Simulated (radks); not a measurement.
# Ru³⁺ in [Kr] 4d4 5p1: an all-electron calculation

What are the levels of the ruthenium ion Ru3+, how large are its shells, and how does its energy divide?

The numbers are computed with radks (a radial shooting solver on a logarithmic mesh, Libxc functionals) version 1 (scalar-relativistic Kohn-Sham, SCAN, spin-polarised, spherical densities, finite nucleus; open shells are filled with parallel spins first), except any that are marked as measured or tabulated.

**1. The atom as given**

| Item | Value |
| --- | --- |
| element | ruthenium (Z = 44) |
| charge | +3 |
| electrons | 41 |
| configuration | [Kr] 4d4 5p1 |
| nuclear rms radius | 4.4809 fm |

The outer shells:

Ru³⁺
```
[Kr] core
4d [↑ ][↑ ][↑ ][↑ ][  ]
5p [↑ ][  ][  ]
```

**2. The calculation**

The run's settings:

```text
Z 44
configuration [Kr] 4d4 5p1
relativity scalar-relativistic
functional scan,scan
spin polarised
nucleus finite rms 4.4809 fm
c 137.035999084
```

What does the calculation give?

**Answer**, as computed:

| quantity | value |
| --- | --- |
| total energy | -4529.16410 hartree |
| exchange-correlation share of it | 2.94 % |
| −T/E | 1.0342 |
| highest occupied level | 5p up, -24.802 eV |
| most extended occupied level | 5p up, <r> = 2.81 bohr |
| radius at density 0.001 e/bohr³ | 3.90 bohr |
| maxima of the radial density | 4 |

What this shows: The radial density shows 4 maxima for 5 occupied principal shells; where shells overlap, one shows as a shoulder or not at all. −T/E is 1.034: with relativity the kinetic term as defined here no longer equals −E. This is not the tabulated ground configuration, so its levels and sizes aren't those of the ground state, and no measured value stands beside it.
